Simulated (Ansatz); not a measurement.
# SrSiGe, space group P-6m2: a convergence test of the plane-wave cutoff

Computed with Ansatz 0.2.0, Python API.

The cells in order, each with its output:

```python
from dataclasses import dataclass
import csv
import warnings

import ansatz as az
from ase import Atoms


@dataclass(frozen=True)
class Options:
    occupations: str = "fermi_dirac"
    smearing_width: float = 0.1
    kmesh: tuple[int, ...] = (9, 9, 8)
    xc: str = "PBEsol"
```

```python
cfg = Options()
```

```python
warnings.simplefilter("ignore", az.DeckWarning)

atoms = Atoms(
    ["Sr", "Si", "Ge"],
    scaled_positions=[
        (2 / 3, 1 / 3, 0.0),
        (1 / 3, 2 / 3, 0.5),
        (0.0, 0.0, 0.5),
    ],
    cell=[
        (4.334236, 0.0, 0.0),
        (-2.167118, 3.753558, 0.0),
        (0.0, 0.0, 4.531548),
    ],
    pbc=True,
)
structure = az.Crystal.from_ase(atoms)
```

```python
structure.resolved().tree()["lattice"]
```

    ((4.334236, 0.0, 0.0), (-2.167118, 3.753558, 0.0), (0.0, 0.0, 4.531548))

```python
base = (
    structure.calculation()
    .occupations(cfg.occupations, width=cfg.smearing_width)
    .kpoints(*cfg.kmesh, center="gamma")
    .functional(cfg.xc)
    .stress()
)

rows = []
for value in [250, 350, 450, 550]:
    summary = base.basis(value).run(threads=1).report
    rows.append((value, summary["free_energy_ev"] / len(summary["lattice"]["sites"]), summary["n_iterations"], sum(summary["stress_gpa"][i][i] for i in range(3)) / 3, summary["n_pw"]))
```

```python
with open("ecut.csv", "w", newline="") as handle:
    writer = csv.writer(handle)
    writer.writerow(["cutoff (eV)", "F/atom (eV)", "iterations", "P (GPa)", "plane waves"])
    writer.writerows([round(v, 5) if isinstance(v, float) else v for v in row] for row in rows)
```

```python
# differences from the last row
for row in rows[:-1]:
    shift = 1000 * (row[1] - rows[-1][1])
    print(f"{row[0]}: {shift:+.2f} meV/atom" + ("  (within 5 meV)" if abs(shift) < 5 else ""))
```

    250: +443.52 meV/atom
    350: +4.49 meV/atom  (within 5 meV)
    450: +0.32 meV/atom  (within 5 meV)

It writes `ecut.csv`:
```csv
cutoff (eV),F/atom (eV),iterations,P (GPa),plane waves
250,-2789.03183,7,-1.94717,647
350,-2789.47086,7,-2.03237,1105
450,-2789.47503,7,-2.03677,1593
550,-2789.47535,7,-2.03681,2135
```

From 350 eV on it stays within 5 meV an atom of the value at 550 eV; the first row (250 eV) is off by 443.5 meV and the last but one by 0.32 meV. The energy falls steadily, as expected when plane waves are added. The pressure moves from -1.95 to -2.04 GPa (the program's stress holds a Pulay correction, so it settles early). The last run costs about 3.4 times the first.

Pressure is positive in compression. This cell is a computed structure, which may not be the phase found in nature. Shifts are counted from the last row, which is itself no proven limit. The script silences the warnings on its input, which a real study should read. Wall time of the script: 56 s on 1 thread of Arm Neoverse N1, with other jobs on the host, peak memory 0.48 GiB.
